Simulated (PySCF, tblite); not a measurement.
**C9H14Si: geometry, infrared bands and NMR shifts**

Aim: predict the infrared bands and NMR shifts of C9H14Si (`CCC1=C[SiH2]C=C1C1CC1`).

The runs use tblite 0.8.0 and PySCF 2.14.0, with density-fitted response routines of our own; the level of theory stands in each step. All values are computed, except where a source is named. Atoms count from 0, in the outputs and in this text.

## 1. The starting structure

24 atoms, charge 0, multiplicity 1; geometry from: force field or distance geometry start.

Bonds of the start (Å): C0–C1 1.51, C1–C2 1.51, C2–C3 1.37, C3–Si4 1.86, Si4–C5 1.86, C5–C6 1.34, C6–C7 1.47, C7–C8 1.51, C8–C9 1.49, C6–C2 1.48, C9–C7 1.50, C0–H10 1.10, C0–H11 1.10, C0–H12 1.09, C1–H13 1.10, C1–H14 1.10, C3–H15 1.08, Si4–H16 1.48, Si4–H17 1.49, C5–H18 1.08, C7–H19 1.09, C8–H20 1.09, C8–H21 1.08, C9–H22 1.10, C9–H23 1.09.

## 2. Optimising the geometry with GFN2-xTB

Job settings and geometry (Å):

```
{"job": {"kind": "relax", "xc": "GFN2-xTB", "basis": "xTB"}, "charge": 0, "multiplicity": 1}
C     -2.845700    -1.246200     0.190500
C     -1.346600    -1.129600     0.016100
C     -0.781500     0.261100    -0.101500
C     -1.506300     1.416100    -0.033100
Si    -0.444700     2.922400    -0.264900
C      0.996800     1.774400    -0.497200
C      0.655300     0.480100    -0.366300
C      1.563500    -0.668600    -0.495800
C      1.968300    -1.448400     0.732600
C      2.968200    -0.596600     0.026300
H     -3.150500    -2.297800     0.261500
H     -3.196700    -0.744000     1.105200
H     -3.386300    -0.806200    -0.653900
H     -1.058700    -1.712700    -0.866700
H     -0.879100    -1.613600     0.891900
H     -2.567400     1.511000     0.162100
H     -0.336300     3.753000     0.958500
H     -0.788400     3.654400    -1.513400
H      1.988300     2.157500    -0.700500
H      1.420900    -1.236100    -1.411600
H      1.609400    -1.100500     1.704700
H      2.050100    -2.519200     0.646200
H      3.315400     0.311100     0.537900
H      3.740400    -1.101700    -0.549700
```

Launch:

```
$ OMP_NUM_THREADS=1 python probes_run.py task.json out
```

The driver reads the jobs from task.json and runs them one after another.

**Question.** This job is followed by: GFN2-xTB harmonic vibrations, gas phase; GIAO PBE0/pcSseg-1 NMR shielding, non-relativistic, gas phase. Predict these results of the whole session: strongest single infrared mode (GFN2-xTB); zero-point energy (GFN2-xTB); 13C shifts against TMS (PBE0/pcSseg-1, means over atoms taken as alike); 1H shifts against TMS (PBE0/pcSseg-1, means over atoms taken as alike); 29Si shifts against TMS (PBE0/pcSseg-1); surface potential, 1st and 99th percentile.

The runs gave:

| quantity | value |
| --- | --- |
| strongest single infrared mode (GFN2-xTB) | 2236 cm⁻¹, 453 km/mol |
| zero-point energy (GFN2-xTB) | 123.6 kcal/mol |
| 13C shifts against TMS (PBE0/pcSseg-1, means over atoms taken as alike) | 173.2, 173.0, 126.4, 123.2, 29.6, 17.8, 13.1, 8.1 ppm |
| 1H shifts against TMS (PBE0/pcSseg-1, means over atoms taken as alike) | 5.71, 5.70, 4.53, 2.67, 1.64, 1.31, 0.73, 0.49 ppm |
| 29Si shifts against TMS (PBE0/pcSseg-1) | -48.9 ppm |
| surface potential, 1st and 99th percentile | -0.73 V and 0.82 V |

Over 80 steps the energy fell by 0.168 eV; of the close pairs, C2–C3 changed most, 1.365 to 1.341 Å. All 66 modes are real, so the xTB geometry is a minimum. The strongest single mode, at 2236 cm⁻¹, moves mainly H16. GFN2-xTB is a fitted tight-binding method: band positions and strengths are rough. Its intensities can rank the bands wrongly. At PBE0/pcSseg-1, counted by nearest atom on the grid, the HOMO lies on C3, C5 about 27 % each; C2, C6 about 13 % each, the LUMO on C3, C5, C6 about 18 % each; C2 15 %.
